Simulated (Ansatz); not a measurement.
# C2H5FSi: rigid scan of one bond length in Python

How does the energy of C2H5FSi change as one bond is stretched? The task is a rigid scan of one bond length, for C2H5FSi. SMILES: CC[Si]F.

All numbers are computed with Ansatz 0.2.0 through its Python package. Level of theory: CAM-B3LYP/def2-SVP.

### 1 The system

Bond lengths: C1–C2 1.469 Å, C2–Si3 1.848 Å, Si3–F4 1.551 Å, C1–H5 1.128 Å, C1–H6 1.157 Å, C1–H7 1.110 Å, C2–H8 1.050 Å, C2–H9 1.143 Å. Angles: C1–C2–Si3 113.8°, C1–C2–H8 110.5°, C1–C2–H9 108.7°, Si3–C2–H8 108.0°, Si3–C2–H9 109.9°, H8–C2–H9 105.7°, C2–C1–H5 114.1°, C2–C1–H6 111.1°, C2–C1–H7 115.0°, H5–C1–H6 103.7°, H5–C1–H7 107.4°, H6–C1–H7 104.5°, C2–Si3–F4 111.9°.

The script holds or builds the structure itself.

### 2 The code

scan.py

```python
"""Stretching a bond of C2H5FSi, the rest held rigid."""

import logging
import sys

import ansatz as az
from ase import Atoms
import matplotlib.pyplot as plt
import numpy as np

logging.basicConfig(stream=sys.stdout, format="%(levelname)s %(message)s")
log = logging.getLogger("run")
log.setLevel(logging.INFO)

BASIS = "def2-SVP"
FUNCTIONAL = "cam_b3lyp"

atoms = Atoms(["C", "C", "Si", "F", "H", "H", "H", "H", "H"], positions=[
    [-0.3315, 0.8295, -0.2575],
    [0.077, -0.2525, 0.6486],
    [1.3142, -1.4123, -0.086],
    [0.7665, -2.1147, -1.3562],
    [-0.8434, 0.4742, -1.1975],
    [-1.1186, 1.5164, 0.2409],
    [0.4834, 1.5183, -0.5631],
    [-0.7571, -0.8154, 0.9487],
    [0.498, 0.2101, 1.6051],
])
system = az.Crystal.molecule_from_ase(atoms)

symbols = [site.symbol for site in system.cartesian_sites]
start = np.array([site.position_ang for site in system.cartesian_sites])
axis = (start[8] - start[1]) / np.linalg.norm(start[8] - start[1])
moving = [8]
lengths, energies = [0.97, 1.05, 1.14, 1.26, 1.43, 1.71, 2.06, 2.51], []
for length in lengths:
    xyz = start.copy()
    xyz[moving] += (length - np.linalg.norm(start[8] - start[1])) * axis
    point = az.Crystal.molecule()
    for symbol, place in zip(symbols, xyz):
        point = point.atom(symbol, place.tolist())
    setup = (
        point.calculation()
        .basis(gaussian=BASIS)
        .functional(FUNCTIONAL)
    )
    data = setup.run().report
    energies.append(data["free_energy_ev"])
    log.info(f"r = {length:6.3f} A  E = {energies[-1]:.5f} eV  <S^2> = {abs(data['mean_field']['state']['spin_squared']):.3f}")

print("energy above the lowest point (eV):", [round(e - min(energies), 3) for e in energies])
plt.figure(figsize=(4.5, 3))
plt.plot(lengths, np.array(energies) - min(energies), "o-")
plt.xlabel("bond length (A)")
plt.ylabel("E - E(min) (eV)")
plt.tight_layout()
plt.savefig("scan.png", dpi=100)
```

### 3 The input behind the calls

The engine receives this input (first run):

```yaml
crystal:
  periodic: [false, false, false]
  atoms:
    - { symbol: C, position_ang: [-0.3315, 0.8295, -0.2575] }
    - { symbol: C, position_ang: [0.077, -0.2525, 0.6486] }
    - { symbol: Si, position_ang: [1.3142, -1.4123, -0.086] }
    - { symbol: F, position_ang: [0.7665, -2.1147, -1.3562] }
    - { symbol: H, position_ang: [-0.8434, 0.4742, -1.1975] }
    - { symbol: H, position_ang: [-1.1186, 1.5164, 0.2409] }
    - { symbol: H, position_ang: [0.4834, 1.5183, -0.5631] }
    - { symbol: H, position_ang: [-0.7571, -0.8154, 0.9487] }
    - { symbol: H, position_ang: [0.43432244217433913, 0.14013031294501022, 1.4604264036573762] }
basis:
  gaussian:
    orbitals: def2-SVP
hamiltonian:
  xc: cam_b3lyp
```

### 4 The run

The run is started by

```console
python scan.py
```

The log of the run:

```text
INFO r =  0.970 A  E = -12741.34621 eV  <S^2> = 0.000
INFO r =  1.050 A  E = -12741.67228 eV  <S^2> = 0.000
INFO r =  1.140 A  E = -12741.70226 eV  <S^2> = 0.000
INFO r =  1.260 A  E = -12741.42159 eV  <S^2> = 0.000
INFO r =  1.430 A  E = -12740.73429 eV  <S^2> = 0.000
INFO r =  1.710 A  E = -12739.44158 eV  <S^2> = 0.000
INFO r =  2.060 A  E = -12738.00732 eV  <S^2> = 0.000
INFO r =  2.510 A  E = -12736.61583 eV  <S^2> = 0.000
energy above the lowest point (eV): [0.356, 0.03, 0.0, 0.281, 0.968, 2.261, 3.695, 5.086]
```

Run time: 26 s. Hardware: 1 thread of Intel Xeon Platinum 8488C (Sapphire Rapids), shared host; peak memory 0.29 GiB.

### 5 Inputs of later runs

The engine's inputs for some of the other runs:

Run 3, against run 1:

```diff
@@ -12 +12 @@
-    - { symbol: H, position_ang: [0.43432244217433913, 0.14013031294501022, 1.4604264036573762] }
+    - { symbol: H, position_ang: [0.49694596296778, 0.20894181109001198, 1.602705257906607] }
```

Run 6, against run 1:

```diff
@@ -12 +12 @@
-    - { symbol: H, position_ang: [0.43432244217433913, 0.14013031294501022, 1.4604264036573762] }
+    - { symbol: H, position_ang: [0.70691894445167, 0.439662716635018, 2.0797578868599107] }
```

Run 8, against run 1:

```diff
@@ -12 +12 @@
-    - { symbol: H, position_ang: [0.43432244217433913, 0.14013031294501022, 1.4604264036573762] }
+    - { symbol: H, position_ang: [1.0016178658325683, 0.7634815314350263, 2.749305436268056] }
```

### 6 Run by run

The 8 runs, in the order started:

```
run  distance (Å)  energy from run 3 (eV)  SCF cycles  CPU time (s)
  1          0.97                  0.3561          18           2.5
  2          1.05                  0.0300          18           3.1
  3          1.14                  0.0000          18           3.3
  4          1.26                  0.2807          17           3.3
  5          1.43                  0.9680          17           3.2
  6          1.71                  2.2607          17           2.6
  7          2.06                  3.6949          18           3.2
  8          2.51                  5.0864          18           3.1
```

### 7 Summary of results

| quantity | value |
| --- | --- |
| runs compared | 8 |
| range of energy | 5.086 eV |
| lowest point, distance (Å) | 1.14 |

The curve has its lowest point inside the range, at 1.14. The ends stand 0.356 and 5.09 eV above it. The distance scanned is the script's pair 1, 8. What to keep in mind:
- The rest of the molecule is held rigid at a force-field or estimated start geometry, and the basis set is modest; single-reference methods fail as a bond breaks.
- The orbitals are restricted, so S² is zero by construction.
- Toward dissociation an unrestricted state lies under the restricted one, by 1 to 2 eV or more.
